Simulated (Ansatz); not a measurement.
# CH8BSbSi: basis-set convergence

Aim: see how fast density functionals converge with the basis set for CH8BSbSi.

Computed with Ansatz 0.2.0, Gaussian basis. Level: one geometry, several basis sets.

Levels to be run: PBE0-D4/def2-SVP; ωB97M-V/def2-SVP; PBE0-D4/def2-QZVPP; ωB97M-V/def2-QZVPP; the functionals' def2-TZVPP values are taken from earlier runs.

**1. Structure used throughout**

An earlier PBE0-D4 in a triple-zeta def2 set relaxation fixed the geometry. Sb takes the def2 core potential; no spin-orbit term is included.

SMILES `B[SiH2][SbH][CH3]`, 12 atoms, charge 0, spin multiplicity 1.

Atoms are counted from 1 here; the program's logs count them from 0.

Bond lengths: B1–Si2 1.994 Å, B1–H5 1.201 Å, B1–H6 1.200 Å, Si2–Sb3 2.536 Å, Si2–H7 1.483 Å, Si2–H8 1.482 Å, Sb3–C4 2.160 Å, Sb3–H9 1.887 Å, C4–H10 1.091 Å, C4–H11 1.089 Å, C4–H12 1.089 Å. Angles: Si2–B1–H5 114.9°, Si2–B1–H6 114.5°, H5–B1–H6 121.3°, B1–Si2–Sb3 68.7°, B1–Si2–H7 121.3°, B1–Si2–H8 121.8°, Sb3–Si2–H7 110.8°, Sb3–Si2–H8 113.1°, H7–Si2–H8 112.1°, Si2–Sb3–C4 93.7°, Si2–Sb3–H9 76.9°, C4–Sb3–H9 91.1°, Sb3–C4–H10 108.0°, Sb3–C4–H11 110.0°, Sb3–C4–H12 109.6°, H10–C4–H11 109.5°, H10–C4–H12 109.5°, H11–C4–H12 110.2°.

**2. PBE0-D4 in def2-SVP**

Input file in.yaml:

```yaml
crystal:
  periodic: [false, false, false]
  atoms:
    - {symbol: B, position_ang: [-0.640808, 1.415442, 0.375753]}
    - {symbol: Si, position_ang: [-1.630447, -0.314988, 0.321588]}
    - {symbol: Sb, position_ang: [0.708883, -0.619022, 1.251071]}
    - {symbol: C, position_ang: [1.586551, -0.963440, -0.692645]}
    - {symbol: H, position_ang: [-0.259987, 1.812980, -0.691361]}
    - {symbol: H, position_ang: [-1.012510, 2.174828, 1.227210]}
    - {symbol: H, position_ang: [-1.795182, -1.068278, -0.945326]}
    - {symbol: H, position_ang: [-2.692697, -0.636740, 1.303175]}
    - {symbol: H, position_ang: [0.616259, 1.236657, 0.922281]}
    - {symbol: H, position_ang: [1.629625, -2.040672, -0.857204]}
    - {symbol: H, position_ang: [0.973304, -0.501383, -1.464457]}
    - {symbol: H, position_ang: [2.594010, -0.550784, -0.716085]}
basis:
  gaussian: {orbitals: def2-SVP}
hamiltonian: {xc: pbe0, dispersion: d4}
output: {orbitals: {seedname: orbitals}}
```

After this run come: ωB97M-V in def2-SVP; PBE0-D4 in def2-QZVPP; ωB97M-V in def2-QZVPP.

**Question.** What will the summary of the whole plan be? Wanted: PBE0-D4: double and triple zeta above quadruple; ωB97M-V: double and triple zeta above quadruple.

The runs gave:

| quantity | value |
| --- | --- |
| PBE0-D4: double and triple zeta above quadruple | 5.45, 0.43 eV |
| ωB97M-V: double and triple zeta above quadruple | 5.67, 0.42 eV |

What this shows: PBE0-D4 gains 5.02 eV from double to triple zeta, then 0.43 eV more. These are total energies; as a rule much of such shifts cancels in differences, which this series doesn't test.
